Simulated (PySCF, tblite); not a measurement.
# CH₇OPSi₂ (triplet), a small gas-phase stand-in for a defect centre: EPR parameters

Aim: the EPR parameters of `[SiH3]O[C]P[SiH3]`. It is drawn as: twofold C.

Computed with tblite 0.8.0 and PySCF 2.14.0; each step states its level. No surroundings beyond the atoms listed, unless a continuum is named. Atoms count from 0, parts from 1.

## Step 1: The system as given

12 atoms, charge 0, multiplicity 3; geometry: distance geometry start.

## Step 2: Relaxing the cluster with GFN2-xTB

What the job is given:

```
{"job": {"kind": "relax", "xc": "GFN2-xTB", "basis": "xTB"}, "charge": 0, "multiplicity": 3}
C      1.053782     0.773367     0.951384
O      0.607585     1.972168     0.389895
Si    -0.258418     2.152370    -1.117234
P      1.334627    -0.847007     1.643239
Si     0.611156    -2.528496     0.505921
H     -0.084654     3.453154    -1.653691
H     -1.647232     1.886548    -0.937928
H      0.243208     1.183130    -2.052832
H      1.203093    -0.942922     3.027875
H      1.299518    -3.715991     0.878872
H     -0.795283    -2.708090     0.723142
H      0.830666    -2.300676    -0.887362
```

Method: GFN2-xTB geometry optimisation, gas phase.

Run with:

```
OMP_NUM_THREADS=1 python cluster_run.py task.json out
```

The driver reads the jobs from task.json and runs them one after another.

**Question.** The jobs that follow are: PBE0-D3(BJ)/def2-SVP geometry optimisation, gas phase; UKS B3LYP, IGLO-III on C O P Si, pcH-1 on H, non-relativistic, mean-field spin-orbit, GIAO; UKS BHandHLYP, IGLO-III on C O P Si, pcH-1 on H, non-relativistic, mean-field spin-orbit, GIAO. Predict: point group; rotational constants (main isotopes); D, E (B3LYP); g(iso) (B3LYP); ⟨S²⟩; largest a(iso).

As calculated:

| quantity | value |
| --- | --- |
| point group | C1 |
| rotational constants (main isotopes) | 6.77, 0.95, 0.92 GHz |
| D, E (B3LYP) | 0.538, 0.044 cm⁻¹ |
| g(iso) (B3LYP) | 2.00229 |
| ⟨S²⟩ | 2.009 (exact 2.00) |
| largest a(iso) | 13C on C0, 268.0 MHz |

The start of the PBE0/def2-SVP relaxation was shaken at random by about 0.01 Å, so part of the energy gained, and of the first lengths quoted, undoes that. Over 6 steps the energy fell by 0.290 eV; of the close pairs, C0–P3 changed most, 1.706 to 1.787 Å (PBE0/def2-SVP). Most of the unpaired spin sits on C0 (1.55 e). The isotropic g lies 0.0 ppt below the free-electron value. The coupling of 13C on C0 runs from 268.0 (B3LYP/IGLO-III+pcH-1) to 298.0 MHz (BHandHLYP/IGLO-III+pcH-1). The triplet was assumed; the singlet may lie lower. A capped cluster stands for the solid here, so long-range fields and strain are missing, and bands or shifts of the capping hydrogens have no counterpart in it.
